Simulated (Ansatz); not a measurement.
CsIrO3 and its elements, a formation energy from the elements

With the Ansatz DFT code, driven from Python.

Notebook, run cell by cell (the value of a cell's last expression is shown):

In [1]:
```python
from collections import Counter
import warnings

import ansatz as az
from ase import Atoms
import numpy as np
```

In [2]:
```python
params = {
    "xc": "lda",
    "k_spacing": 0.15,
    "occupations": "fermi_dirac",
    "smearing_width": 0.02,
}

POLARISED = {"CsIrO3", "O2"}
```

In [3]:
```python
GASES = {"O2"}
```

In [4]:
```python
def ground_state(name, crystal):
    calc = (
        crystal.calculation()
        .functional(params["xc"])
        .basis(38 * az.Ry)
        .kpoints(spacing=params["k_spacing"])
        .occupations(params["occupations"], width=params["smearing_width"])
        .stress()
    )
    if name in POLARISED:
        calc = calc.spin("collinear")
    if name in GASES:
        return calc.kpoints(1, 1, 1).relax(force_tolerance=0.03).run(threads=1, pin="off")
    calc = calc.relax(force_tolerance=0.03, cell=True)
    return calc.run(threads=1, pin="off")
```

In [5]:
```python
def counts(outcome):
    return Counter(site.symbol for site in outcome.lattice.sites)
```

In [6]:
```python
def formation_energy(outcome, mu):
    n = counts(outcome)
    return (outcome.report["energy_sigma0_ev"] - sum(k * mu[element] for element, k in n.items())) / sum(n.values())
```

In [7]:
```python
def volume_per_atom(outcome):
    return abs(np.linalg.det(outcome.lattice.cell_ang)) / len(outcome.lattice.sites)

warnings.simplefilter("ignore")
```

In [8]:
```python
phases = {}
csiro3 = (
    az.Lattice.cubic(4.09368)
    .space_group(221)
    .atom("Cs", (0.0, 0.0, 0.0))
    .atom("Ir", (0.5, 0.5, 0.5))
    .atom("O", (0.5, 0.5, 0.0))
    .moments(Ir=0.5)
)
phases["CsIrO3"] = csiro3
cs = (
    az.Lattice.from_parameters(5.254176, 5.254176, 5.254176, alpha=109.47122, beta=109.47122, gamma=109.47122)
    .atom("Cs", (0.0, 0.0, 0.0))
)
phases["Cs"] = cs
atoms = Atoms(
    ["Ir"],
    scaled_positions=[
        (0.0, 0.0, 0.0),
    ],
    cell=[
        (0.0, 1.9156, 1.9156),
        (1.9156, 0.0, 1.9156),
        (1.9156, 1.9156, 0.0),
    ],
    pbc=True,
)
ir = az.Crystal.from_ase(atoms)
phases["Ir"] = ir
o2 = (
    az.Lattice.orthorhombic(9.0, 9.5, 10.0)
    .space_group(47, hermann_mauguin="Pmmm")
    .atom("O", (0.5, 0.5, 0.4385))
    .moments(O=1.0)
)
phases["O2"] = o2

done = {name: ground_state(name, crystal) for name, crystal in phases.items()}
```

In [9]:
```python
# energy of one atom in its reference phase
references = {"Cs": "Cs", "Ir": "Ir", "O": "O2"}
mu = {element: done[name].report["energy_sigma0_ev"] / len(done[name].lattice.sites) for element, name in references.items()}
```

In [10]:
```python
target = done["CsIrO3"]
heat = formation_energy(target, mu)
n = counts(target)
print("cell content:", dict(n), " volume", round(volume_per_atom(target), 3), "A^3/atom")
print("formation energy", round(heat, 4), "eV/atom,", round(heat * sum(n.values()), 4), "eV per cell")
print("bound against the elements" if heat < 0 else "unbound against the elements")
# gas references are bare DFT energies, without zero-point or fitted corrections
```
```text
cell content: {<Element.CS: 'Cs'>: 1, <Element.IR: 'Ir'>: 1, <Element.O: 'O'>: 3}  volume 12.568 A^3/atom
formation energy -1.0565 eV/atom, -5.2825 eV per cell
bound against the elements
```

Caveats:
- The magnetic order follows from the starting moments and needn't be the lowest.
- For the metals among these phases the mesh is modest: differences between phases can be off by up to 40 meV an atom.
- The program warned that this SCF threshold is loose for forces or stresses.
- Spin-orbit coupling, which matters for elements this heavy, is left out.
- The cells come from databases of deposited and of computed structures, and not all need be stable phases.
- The compound is the structure given, not necessarily its lowest; energies are at zero temperature, with no correction for gases. Magnetic phases start from parallel moments and may not end in their lowest magnetic state. A semilocal functional's error on such energies is often 0.05 to 0.1 eV an atom, and 0.1 to 0.3 eV against gases such as O2 or F2.
- The script silences warnings, which a real study should read.
- Hardware and time: 2.3 min on 1 thread of Arm Neoverse V1, with other jobs on the host, peak memory 0.85 GiB.
